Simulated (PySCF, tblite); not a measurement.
**C₃H₈AsBO: geometry, infrared bands and NMR shifts**

What infrared bands and NMR shifts should C₃H₈AsBO (`C=COCB[AsH2]`) show?

The runs use tblite 0.8.0 and PySCF 2.14.0, with density-fitted response routines of our own; the level of theory stands in each step. All values are computed, except where a source is named. Atoms are numbered from 0 throughout.

## 1. Starting geometry

14 atoms, charge 0, multiplicity 1; geometry from: force field or distance geometry start.

Bonds of the start (Å): C0–C1 1.34, C1–O2 1.42, O2–C3 1.44, C3–B4 1.59, B4–As5 2.04, C0–H6 1.10, C0–H7 1.09, C1–H8 1.06, C3–H9 1.12, C3–H10 1.10, B4–H11 1.20, As5–H12 1.59, As5–H13 1.57.

## 2. Geometry optimisation with GFN2-xTB

What the job is given:

```
{"job": {"kind": "relax", "xc": "GFN2-xTB", "basis": "xTB"}, "charge": 0, "multiplicity": 1}
C     -2.575600    -0.141700     1.019700
C     -1.807800     0.690100     0.300000
O     -0.439500     0.327700     0.213800
C      0.143700     0.642400    -1.063400
B      1.664200     0.187100    -1.030700
As     2.730500     0.633300     0.651400
H     -3.643200     0.092100     1.126000
H     -2.154700    -1.027500     1.491100
H     -2.200400     1.568500    -0.155800
H      0.155300     1.760300    -1.096800
H     -0.441400     0.209200    -1.891100
H      1.896600    -0.818600    -1.642400
H      2.426900    -0.399000     1.815800
H      4.244700     0.555400     0.240300
```

Command:

```sh
> OMP_NUM_THREADS=1 python probes_run.py task.json out
```

One launch serves the whole session: the jobs run in the order shown.

**Question.** This job is followed by: GFN2-xTB harmonic vibrations, gas phase; GIAO PBE0/pcSseg-1 NMR shielding, non-relativistic, gas phase. Predict these results of the whole session: strongest single infrared mode (GFN2-xTB); zero-point energy (GFN2-xTB); ¹³C shifts against TMS (PBE0/pcSseg-1); ¹H shifts against TMS (PBE0/pcSseg-1, means over atoms taken as alike); ¹⁷O shifts against H2O (PBE0/pcSseg-1); ¹¹B shifts against BF3·OEt2 (PBE0/pcSseg-1); ⁷⁵As shifts against AsH3 (PBE0/pcSseg-1).

The runs gave:

| quantity | value |
| --- | --- |
| strongest single infrared mode (GFN2-xTB) | 1876 cm⁻¹, 733 km/mol |
| zero-point energy (GFN2-xTB) | 61.8 kcal/mol |
| ¹³C shifts against TMS (PBE0/pcSseg-1) | 160.5, 94.3, 80.9 ppm |
| ¹H shifts against TMS (PBE0/pcSseg-1, means over atoms taken as alike) | 9.88, 6.46, 4.75, 4.45, 4.30, 3.18 ppm |
| ¹⁷O shifts against H2O (PBE0/pcSseg-1) | 122.5 ppm |
| ¹¹B shifts against BF3·OEt2 (PBE0/pcSseg-1) | 107.9 ppm |
| ⁷⁵As shifts against AsH3 (PBE0/pcSseg-1) | 191 ppm |

What this shows: Over 128 steps the energy fell by 1.492 eV; of the close pairs, As5–H12 changed most, 1.585 to 1.490 Å. No mode is imaginary among the 36: a minimum at this level. The strongest single mode, at 1876 cm⁻¹, moves mainly H13. GFN2-xTB is a fitted tight-binding method: band positions and strengths are rough. Its intensities can rank the bands wrongly. C1 (alkene carbon bearing oxygen) lies farthest downfield among carbon, at 160.5 ppm; an sp2 carbon further deshielded by the attached heteroatom. At PBE0/pcSseg-1: Shielding is most anisotropic at As5 (span 364 ppm, paramagnetic term -1080 ppm). Spin-orbit coupling is left out, which matters for shieldings and couplings at and beside the heavy atoms.
